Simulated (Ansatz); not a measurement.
AlCo, space group Pm-3m, a conversion between chain and input file

With Ansatz's Python interface.

Notebook, run cell by cell (the value of a cell's last expression is shown):

**Cell 1**
```python
import ansatz as az
import numpy as np
```

**Cell 2**
```python
FILLING = "methfessel_paxton"
KSPACING = 0.38
ECUT = 420
MAX_ITERATIONS = 150
FUNCTIONAL = "lda"
BETA = 0.2
FMAX = 0.005
```

**Cell 3**
```python
vectors = np.array([
    [2.81940321, 0.0, 0.0],
    [0.0, 2.81940321, 0.0],
    [0.0, 0.0, 2.81940321],
])
structure = (
    az.Lattice.of(vectors)
    .atom("Al", [0.0, 0.0, 0.0])
    .atom("Co", [0.5, 0.5, 0.5])
    .moments(Co=2.5)
)
```

**Cell 4**
```python
structure.resolved().tree()["lattice"]
```
Output:
```text
((2.81940321, 0.0, 0.0), (0.0, 2.81940321, 0.0), (0.0, 0.0, 2.81940321))
```

**Cell 5**
```python
model = (
    structure.calculation()
    .occupations(FILLING, width=50 * az.meV)
    .spin("collinear")
    .kpoints(spacing=KSPACING)
    .basis(ECUT, density_ratio=4)
    .scf(max_iterations=MAX_ITERATIONS)
    .accuracy("low")
    .functional(FUNCTIONAL)
    .mixing("broyden", ndim=6, beta=BETA)
    .relax(force_tolerance=FMAX)
)
print(model.to_yaml(atoms="all"))
```
Output:
```text
crystal:
  lattice:
    - [2.81940321, 0.0, 0.0]
    - [0.0, 2.81940321, 0.0]
    - [0.0, 0.0, 2.81940321]
  atoms:
    - { symbol: Al, position: [0.0, 0.0, 0.0] }
    - { symbol: Co, position: [0.5, 0.5, 0.5] }
accuracy: low
basis:
  ecutwfc: 420.0
  ecutrho_ratio: 4
kpoints:
  mp_grid:
    kspacing: 0.38
hamiltonian:
  xc: lda
magnetization:
  spin_polarized: true
  per_species:
    Co: 2.5
scf:
  max_iter: 150
  mixing:
    algorithm: broyden
    beta: 0.2
    ndim: 6
  occupations:
    method: methfessel_paxton
    width: 0.05
relax:
  f_tol: 0.005
```

The input is only written out: it wasn't run, and its settings aren't tested. The structure comes from a database and needn't be a stable phase.
